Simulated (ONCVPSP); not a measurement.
**An ONCV potential for Ca, from input to tests**

Do these settings give a usable potential? It is generated, then checked for transferability, scattering, ghosts and hardness.

Method: ONCVPSP 4.0.1, LDA (Perdew-Zunger), scalar-relativistic.

**1. Settings**

Typed settings, in words:

```
element                 : calcium (Ca, Z = 20)
type                    : optimised norm-conserving Vanderbilt (ONCV)
frozen core             : [Ar]
valence charge          : 2
reference configuration : 4s2
partial waves           : 4s: rc 3.40 bohr, ncon 4, nbas 8, qcut 1.6 1/bohr, 2 projectors, debl 1.4 Ha; p scattering state at 0.09 Ha: rc 2.60 bohr, ncon 5, nbas 8, qcut 2.5 1/bohr, local; d scattering state at 0.2 Ha: rc 2.65 bohr, ncon 4, nbas 9, qcut 3.6 1/bohr, 2 projectors, debl 1.4 Ha; f scattering state at 0.03 Ha: rc 2.90 bohr, ncon 3, nbas 7, qcut 2.4 1/bohr, 1 projector
local potential         : the p channel
core correction         : polynomial model core, fcfact 0.65
```

The nodes and maxima of the atom's own shells, from an earlier all-electron run, set the scale for the radii.

All-electron outer shells of the reference configuration (LDA (Perdew-Zunger), scalar-relativistic, ld1.x):

| shell | level (eV) | outermost node (bohr) | outermost maximum (bohr) |
| --- | --- | --- | --- |
| 4s | -3.87 | 1.43 | 3.33 |
| 3d | -2.13 | – | 1.29 |
| 4p | -1.44 | 1.63 | 4.39 |

**2. Generation**

Contents of Ca.dat:

```
# ATOM AND REFERENCE CONFIGURATION
# atsym  z   nc   nv     iexc    psfile
  Ca 20.00    5    1        3      upf
#
#   n    l    f
    1    0    2.00
    2    0    2.00
    2    1    6.00
    3    0    2.00
    3    1    6.00
    4    0    2.00
#
# PSEUDOPOTENTIAL AND OPTIMIZATION
# lmax
    3
#
#   l,   rc,      ep,       ncon, nbas, qcut
    0    3.40    0.00    4    8    1.60
    1    2.60    0.09    5    8    2.50
    2    2.65    0.20    4    9    3.60
    3    2.90    0.03    3    7    2.40
#
# LOCAL POTENTIAL
# lloc, lpopt,  rc(5),   dvloc0
    1    5    2.60    0.00
#
# VANDERBILT-KLEINMAN-BYLANDER PROJECTORs
# l, nproj, debl
    0    2    1.40
    1    0    0.80
    2    2    1.40
    3    1    2.30
#
# MODEL CORE CHARGE
# icmod, fcfact, rcfact
    1    0.65    0.00
#
# LOG DERIVATIVE ANALYSIS
# epsh1, epsh2, depsh
   -2.00    5.00    0.02
#
# OUTPUT GRID
# rlmax, drl
    6.00    0.01
#
# TEST CONFIGURATIONS
# ncnf
    4
# nvcnf
#   n    l    f
    1
    4    0    1.00
#
    1
    4    0    1.50
#
    2
    4    0    1.00
    4    1    1.00
#
    2
    4    0    1.00
    3    2    1.00
#
```

Started as:

```bash
$ oncvpsp.x < Ca.dat > Ca.out
```

**Question.** What will these runs give? Wanted: cutoffs for 1 and 0.1 mHa per electron, occupied waves; bound ghosts; GHOST(+) flags; largest test error; largest phase difference near zero energy, channels read; rms error of d²Exc/dn², without and with the model core; projector energies reset by the program.

As calculated:

```
                                                quantity                 value
  cutoffs for 1 and 0.1 mHa per electron, occupied waves      2.9 Ha and 13 Ha
                                            bound ghosts        s at -27.94 eV
                                          GHOST(+) flags           s at 303 eV
                            largest test error (AE − PS)  +71 meV, for 3d1 4s1
largest phase difference near zero energy, channels read             0.169 rad
 rms error of d²Exc/dn², without and with the model core     5.48 and 0.09 mHa
                 projector energies reset by the program   d: -0.078, 1.322 Ha
```

In words: It has a bound ghost (s), a state that the atom doesn't have, and that rules the file out. By total energies transferability is fair: the largest error is 71 meV on 2.2 eV, for 3d1 4s1. By its cutoff, 2.9 Ha for the looser tolerance, it is soft on the atom at that tolerance. The tighter tolerance needs 13 Ha, and converged work needs a cutoff nearer that. That counts occupied waves only; other projectors can need more. Of the channels read, p scatters worst near zero energy, by up to 0.17 rad. The program also flags highly localised states, GHOST(+) (s).
